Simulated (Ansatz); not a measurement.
# CH4AlClO: small, medium and large basis sets

One table from this session's results is given with a row withheld; the runs are named, their logs left out.

The runs use Ansatz 0.2.0, Gaussian basis; one geometry, several basis sets.

Levels to be run: PBE0-D4/def2-SVP; ωB97M-V/def2-SVP; PBE0-D4/def2-QZVPP; ωB97M-V/def2-QZVPP; CCSD(T)/cc-pV(D+d)Z; CCSD(T)/cc-pV(T+d)Z; CCSD(T)/cc-pV(Q+d)Z; the functionals' def2-TZVPP values are taken from earlier runs.

### The geometry

All runs share one geometry, relaxed beforehand with PBE0-D4 in a triple-zeta def2 set.

SMILES `C[O][AlH][Cl]`, 8 atoms, charge 0, spin multiplicity 1.

Atoms are counted from 1 here; the program's logs count them from 0.

Bond lengths: C1–O2 1.400 Å, C1–H5 1.094 Å, C1–H6 1.096 Å, C1–H7 1.094 Å, O2–Al3 1.672 Å, Al3–Cl4 2.097 Å, Al3–H8 1.563 Å. Angles: O2–C1–H5 109.9°, O2–C1–H6 112.3°, O2–C1–H7 109.8°, H5–C1–H6 108.3°, H5–C1–H7 108.0°, H6–C1–H7 108.3°, C1–O2–Al3 136.5°, O2–Al3–Cl4 118.9°, O2–Al3–H8 119.8°, Cl4–Al3–H8 121.3°.

The first run:

in.yaml reads:

```yaml
crystal:
  periodic: [false, false, false]
  atoms:
    - {symbol: C, position_ang: [0.132232, 1.250623, 0.263001]}
    - {symbol: O, position_ang: [0.645290, 0.051987, -0.246044]}
    - {symbol: Al, position_ang: [0.103413, -1.519677, -0.426623]}
    - {symbol: Cl, position_ang: [-1.828977, -2.007773, 0.224422]}
    - {symbol: H, position_ang: [0.118428, 2.012381, -0.522456]}
    - {symbol: H, position_ang: [-0.886521, 1.136165, 0.649967]}
    - {symbol: H, position_ang: [0.770224, 1.612626, 1.074965]}
    - {symbol: H, position_ang: [1.038010, -2.593332, -1.072933]}
basis:
  gaussian: {orbitals: def2-SVP}
hamiltonian: {xc: pbe0, dispersion: d4}
output: {orbitals: {seedname: orbitals}}
```

The run is started by

```
$ ansatz run in.yaml --threads 2 --pin off --events-out ev --progress --plain --max-ram 32768MiB --backend cpu
```

Steps of the session up to this table: PBE0-D4 in def2-SVP; ωB97M-V in def2-SVP; PBE0-D4 in def2-QZVPP; ωB97M-V in def2-QZVPP.

One table of the session follows, with a row left open; its other results are not shown here.

```
functional       basis  HOMO (eV)
   PBE0-D4    def2-SVP      -8.36
   PBE0-D4  def2-TZVPP      -8.47
   PBE0-D4  def2-QZVPP      -8.49
   ωB97M-V    def2-SVP     -10.72
   ωB97M-V  def2-TZVPP          ?
   ωB97M-V  def2-QZVPP     -10.91
```

Q: Estimate the row for ωB97M-V, def2-TZVPP from the others.

As computed: HOMO (eV): -10.87. In the column «HOMO (eV)» it lies between ωB97M-V, def2-QZVPP (-10.91) and ωB97M-V, def2-SVP (-10.72).
